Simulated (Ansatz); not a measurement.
# C3H10SSi: one species, many methods

An exercise on one series of results from a longer session: the logs are not shown, and one member is left open.

The runs use Ansatz 0.2.0, Gaussian basis; functionals in def2-TZVPP, the program's frozen cores in correlated methods.

Levels to be run: PBE-D4, r2SCAN-D4, PBE0-D4, B3LYP-D4, ωB97X-V, ωB97M-V, B2PLYP; CCSD(T)/def2-TZVPP; MP2/def2-QZVPP; extrapolation to the limit.

### The relaxed structure

All runs share one geometry, relaxed beforehand with PBE0-D4 in a triple-zeta def2 set.

SMILES `C[SiH2]C(C)S`, 15 atoms, charge 0, spin multiplicity 1.

Atoms are counted from 1 here; the program's logs count them from 0.

Bond lengths: C1–Si2 1.866 Å, C1–H6 1.092 Å, C1–H7 1.092 Å, C1–H8 1.092 Å, Si2–C3 1.888 Å, Si2–H9 1.491 Å, Si2–H10 1.494 Å, C3–C4 1.523 Å, C3–S5 1.825 Å, C3–H11 1.094 Å, C4–H12 1.093 Å, C4–H13 1.093 Å, C4–H14 1.093 Å, S5–H15 1.343 Å. Angles: Si2–C1–H6 110.4°, Si2–C1–H7 111.2°, Si2–C1–H8 110.5°, H6–C1–H7 108.4°, H6–C1–H8 108.4°, H7–C1–H8 107.8°, C1–Si2–C3 111.7°, C1–Si2–H9 110.6°, C1–Si2–H10 110.2°, C3–Si2–H9 107.9°, C3–Si2–H10 108.4°, H9–Si2–H10 107.9°, Si2–C3–C4 112.9°, Si2–C3–S5 109.8°, Si2–C3–H11 109.4°, C4–C3–S5 107.6°, C4–C3–H11 109.0°, S5–C3–H11 108.0° and more.

Set-up of the first run:

in.yaml

```yaml
crystal:
  periodic: [false, false, false]
  atoms:
    - {symbol: C, position_ang: [-1.426875, 0.714483, 1.184533]}
    - {symbol: Si, position_ang: [0.136086, 1.148969, 0.261781]}
    - {symbol: C, position_ang: [0.744960, -0.290364, -0.797181]}
    - {symbol: C, position_ang: [0.965552, -1.565716, 0.005943]}
    - {symbol: S, position_ang: [-0.480693, -0.662613, -2.097704]}
    - {symbol: H, position_ang: [-2.198448, 0.376510, 0.489708]}
    - {symbol: H, position_ang: [-1.247468, -0.079421, 1.913053]}
    - {symbol: H, position_ang: [-1.805943, 1.585061, 1.724612]}
    - {symbol: H, position_ang: [-0.092971, 2.314595, -0.638698]}
    - {symbol: H, position_ang: [1.217048, 1.517298, 1.224322]}
    - {symbol: H, position_ang: [1.682373, -0.010715, -1.286411]}
    - {symbol: H, position_ang: [1.713335, -1.398506, 0.785264]}
    - {symbol: H, position_ang: [1.320397, -2.381189, -0.630226]}
    - {symbol: H, position_ang: [0.042842, -1.898333, 0.487942]}
    - {symbol: H, position_ang: [-0.592096, 0.579141, -2.597539]}
basis:
  gaussian: {orbitals: def2-TZVPP}
hamiltonian: {xc: pbe, dispersion: d4}
output: {forces: true, orbitals: {seedname: orbitals}}
```

The run is started by

```sh
$ ansatz run in.yaml --threads 2 --pin off --events-out ev --progress --plain --max-ram 22528MiB --backend cuda --devices 0, --max-vram 18GiB
```

Among the steps run: PBE-D4 (GGA); r2SCAN-D4 (meta-GGA); PBE0-D4 (hybrid); B3LYP-D4 (hybrid); ωB97X-V (range-separated); ωB97M-V (range-separated); B2PLYP (double hybrid); CCSD(T) in def2-TZVPP; MP2 in def2-QZVPP.

One table of the session follows, with a row left open; its other results are not shown here.

| method | atomisation energy (kJ/mol) |
| --- | --- |
| PBE-D4 | ? |
| r2SCAN-D4 | 5377.8 |
| PBE0-D4 | 5378.3 |
| B3LYP-D4 | 5366.5 |
| ωB97X-V | 5389.3 |
| ωB97M-V | 5389.3 |
| B2PLYP | 5300.4 |
| HF/def2-TZVPP | 4036.8 |
| MP2/def2-TZVPP | 5273.0 |
| CCSD/def2-TZVPP | 5184.3 |
| CCSD(T)/def2-TZVPP | 5247.2 |
| MP2/CBS | 5397.4 |
| CCSD(T)/CBS | 5371.5 |

Estimate the missing values for PBE-D4.

**Answer.** atomisation energy (kJ/mol): 5422.2. In the column «atomisation energy (kJ/mol)» it is the highest.
